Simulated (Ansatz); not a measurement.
**GaNH6: how energies converge with the basis set**

The task here is to estimate one member of a computed series from the others.

The runs use Ansatz 0.2.0, Gaussian basis; one geometry, several basis sets.

The runs, in order: PBE0-D4/def2-SVP; ωB97M-V/def2-SVP; PBE0-D4/def2-QZVPP; ωB97M-V/def2-QZVPP; the functionals' def2-TZVPP values are taken from earlier runs.

### The geometry

An earlier PBE0-D4 in a triple-zeta def2 set relaxation fixed the geometry.

SMILES `[NH3+][GaH3-]`, 8 atoms, charge 0, spin multiplicity 1.

Atoms are counted from 1 here; the program's logs count them from 0.

Bond lengths: N1–Ga2 2.151 Å, N1–H3 1.013 Å, N1–H4 1.013 Å, N1–H5 1.013 Å, Ga2–H6 1.582 Å, Ga2–H7 1.582 Å, Ga2–H8 1.582 Å. Angles: Ga2–N1–H3 110.7°, Ga2–N1–H4 110.7°, Ga2–N1–H5 110.7°, H3–N1–H4 108.2°, H3–N1–H5 108.2°, H4–N1–H5 108.2°, N1–Ga2–H6 98.3°, N1–Ga2–H7 98.3°, N1–Ga2–H8 98.3°, H6–Ga2–H7 118.0°, H6–Ga2–H8 118.0°, H7–Ga2–H8 118.0°.

The first run:

Contents of in.yaml:

```yaml
crystal:
  periodic: [false, false, false]
  atoms:
    - {symbol: N, position_ang: [-0.313318, -0.153571, -0.970204]}
    - {symbol: Ga, position_ang: [0.367156, 0.153185, 1.047535]}
    - {symbol: H, position_ang: [-0.334477, 0.723188, -1.477993]}
    - {symbol: H, position_ang: [-1.247374, -0.546623, -0.977022]}
    - {symbol: H, position_ang: [0.302322, -0.790420, -1.462549]}
    - {symbol: H, position_ang: [-0.755243, 1.164497, 1.515601]}
    - {symbol: H, position_ang: [1.800225, 0.736159, 0.718800]}
    - {symbol: H, position_ang: [0.273010, -1.343516, 1.550133]}
basis:
  gaussian: {orbitals: def2-SVP}
hamiltonian: {xc: pbe0, dispersion: d4}
output: {orbitals: {seedname: orbitals}}
```

Steps of the session up to this table: PBE0-D4 in def2-SVP; ωB97M-V in def2-SVP; PBE0-D4 in def2-QZVPP; ωB97M-V in def2-QZVPP.

One of the session's tables, all rows but one given; the rest of the session is left out.

It belongs to the step «Density functionals: the series». 

| functional | basis | HOMO (eV) | LUMO (eV) |
| --- | --- | --- | --- |
| PBE0-D4 | def2-SVP | -7.40 | 0.20 |
| PBE0-D4 | def2-TZVPP | -7.48 | -0.26 |
| PBE0-D4 | def2-QZVPP | -7.50 | -0.46 |
| ωB97M-V | def2-SVP | -9.60 | 1.80 |
| ωB97M-V | def2-TZVPP | ? | ? |
| ωB97M-V | def2-QZVPP | -9.75 | 0.82 |

Estimate the missing values for ωB97M-V, def2-TZVPP.

The run gave: HOMO (eV): -9.74; LUMO (eV): 1.17. In the column «HOMO (eV)» it lies between ωB97M-V, def2-QZVPP (-9.75) and ωB97M-V, def2-SVP (-9.60).
